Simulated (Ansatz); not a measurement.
Working through a rigid torsion scan of CH5As, SMILES C[AsH2]

Computed with the Ansatz DFT code, driven from Python.

Notebook, run cell by cell (the value of a cell's last expression is shown):

**Cell 1**
```python
import ansatz as az
from ase import Atoms
```

**Cell 2**
```python
BASIS = "def2-TZVP"
XC = "hf"
FORCE_TOL = 0.02
```

**Cell 3**
```python
atoms = Atoms(["C", "As", "H", "H", "H", "H", "H"], positions=[
    (-0.0136, -0.7793, -0.2234),
    (0.7436, 0.8114, 0.6704),
    (-0.2983, -1.5308, 0.4943),
    (0.7115, -1.1071, -1.0098),
    (-1.011, -0.4364, -0.7363),
    (-0.6142, 1.2344, 1.325),
    (0.5432, 1.7398, -0.5658),
])
```

**Cell 4**
```python
# relax first, so that the scan starts from a minimum
first = (
    az.Crystal.molecule_from_ase(atoms).calculation()
    .basis(gaussian=BASIS)
    .functional(XC)
    .relax(force_tolerance=FORCE_TOL, max_steps=80)
)
atoms.positions = first.run(threads=1, backend="cpu").report["positions_ang"]
```

**Cell 5**
```python
start = atoms.get_dihedral(2, 0, 1, 5)
energies = {}
for turn in range(0, 360, 30):
    turned = atoms.copy()
    turned.set_dihedral(2, 0, 1, 5, start + turn, indices=[1, 5, 6])
    model = (
        az.Crystal.molecule_from_ase(turned).calculation()
        .basis(gaussian=BASIS)
        .functional(XC)
    )
    energies[round((start + turn) % 360)] = model.run(threads=1, backend="cpu").report["free_energy_ev"]
floor = min(energies.values())
print("dihedral H2-C0-As1-H5 (deg)   E - E(min) (kJ/mol)")
for angle, e in sorted(energies.items()):
    print(f"{angle:8d} {96.485332 * (e - floor):14.3f}  " + "#" * int(30 * (e - floor) / max(max(energies.values()) - floor, 1e-9)))
```
Output:
```text
dihedral H2-C0-As1-H5 (deg)   E - E(min) (kJ/mol)
      16          4.580  #################
      46          1.552  ######
      76          4.537  #################
     106          7.665  ##############################
     136          4.569  #################
     166          1.560  ######
     196          4.563  #################
     226          7.073  ###########################
     256          3.314  ############
     286          0.000
     316          3.287  ############
     346          7.067  ###########################
```

The scan is rigid and the energies are electronic, in a modest basis. With rigid groups the curve can differ much from the relaxed path, the start wasn't checked as a minimum of this torsion, and equivalent turns needn't return to the same energy. It ran for 25 s on 1 thread of Intel(R) Xeon(R) Processor @ 2.30GHz, with other jobs on the host, peak memory 0.3 GiB.
